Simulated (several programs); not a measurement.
## SiGe5 (ordering on diamond) from semi-empirical methods to plane-wave DFT

An ordered 6-atom cell of SiGe5 on the diamond lattice (P3m1), relaxed with r2SCAN in Ansatz, was computed with several methods. The symmetry is P3m1 (No. 156, trigonal); conventional cell a = 3.984 Å, c = 9.730 Å, 22.29 Å³ an atom. Si has 4 Ge at 2.40–2.43 Å; Ge has 4 Ge at 2.44–2.46 Å; Ge has 4 Ge at 2.45 Å; Ge has 3 Si at 2.43 Å and 1 Ge at 2.46 Å; Ge has 4 Ge at 2.44–2.45 Å; Ge has 1 Si at 2.40 Å and 3 Ge at 2.45 Å. The structure was generated, not taken from experiment, and needn't be the ground state; spin polarisation is off.

```
CELL_PARAMETERS angstrom
3.98435 0.00000 0.00000
-1.99217 3.45055 0.00000
0.00000 0.00000 9.72985
ATOMIC_POSITIONS crystal
Si 0.00000 0.00000 0.99991
Ge 0.66667 0.33333 0.66810
Ge 0.33333 0.66667 0.33155
Ge 0.66667 0.33333 0.92078
Ge 0.33333 0.66667 0.58333
Ge 0.00000 0.00000 0.24633
```

Gaps and times are for a single point on this cell; volume and bulk modulus come from each method's own relaxation or energy curve at fixed shape, which is too stiff where a cell has free coordinates or axes. Times are rough, from shared hosts (Arm Neoverse V1; NVIDIA H100 80GB HBM3), and each method has its own mesh and cell size. A double dagger marks a value from a curve with shape and coordinates held. A star marks a curve whose lowest point is an end point. PM6 (MOPAC), PM7 (MOPAC), GFN1-xTB (tblite), GFN2-xTB (tblite) treat a cluster of cells at its zone centre, which samples few k points: where these miss a band edge, the gap comes out too large for that reason alone. Gaps from k meshes are read at a limited set of points (mesh, symmetry points, PBE's band edges), so each method's own least gap may be somewhat smaller. Force fields have no electrons; where one was fitted to this phase, its volume and modulus reflect the fit. xTB and the PM methods were fitted mostly to molecules, and can miss a solid's gap by electronvolts. Minimal bases can be far off for gaps. Times of the plane-wave rungs are withheld (a dash), since they come from other jobs, hosts and meshes; the meshes of hybrids and Hartree-Fock don't converge their gaps to the digits shown. GLLB-SC's gap includes the derivative discontinuity. d marks a direct gap, i an indirect one (no mark: not told apart), a dash a value that wasn't computed or didn't pass its checks.

```csv
method,kind,gap (eV),own volume (Å³/atom),bulk modulus (GPa),atoms computed,processor time
SiCGe.tersoff (LAMMPS),force field,–,22.16,79‡,6,0.12 s
PM7 (MOPAC),semi-empirical,4.02,20.95‡,173‡,cluster,2.9 s
"light PBE (260 eV, its own mesh)",light plane-wave,0.32 d,–,–,6,5.5 s
PBE+SOC,semilocal,0.26 d,–,–,6,–
GFN1-xTB (tblite),tight binding,0.40,24.78*‡,–,cluster,5.8 s
GFN2-xTB (tblite),tight binding,0.68,–,–,cluster,6.4 s
PBE/SZV (CP2K),small basis,1.05 d,22.16‡,89‡,6,7 s
PM6 (MOPAC),semi-empirical,5.01,–,–,cluster,10 s
PBE/DZVP (CP2K),small basis,0.35 i,23.46‡,60‡,6,14 s
HSE06,hybrid,0.97 i,–,–,6,–
GLLB-SC (GPAW),model potential,0.63,–,–,6,44 s
PBE0,hybrid,1.57 i,–,–,6,–
PBE,semilocal,0.35 d,23.21,61‡,6,–
r2SCAN,semilocal,0.64 i,22.29,76‡,6,–
```

Against HSE06 (0.97 eV) the nearest gap at the points sampled is that of PBE/SZV (CP2K) (+0.08 eV) and the farthest that of PM6 (MOPAC) (+4.04 eV). HSE06 is only a yardstick of convenience, and nearness to it can be luck.

Volumes against r2SCAN's: SiCGe.tersoff (LAMMPS) -0.6 %, PBE +4.1 %.

Only the rows marked +SOC include spin-orbit coupling.
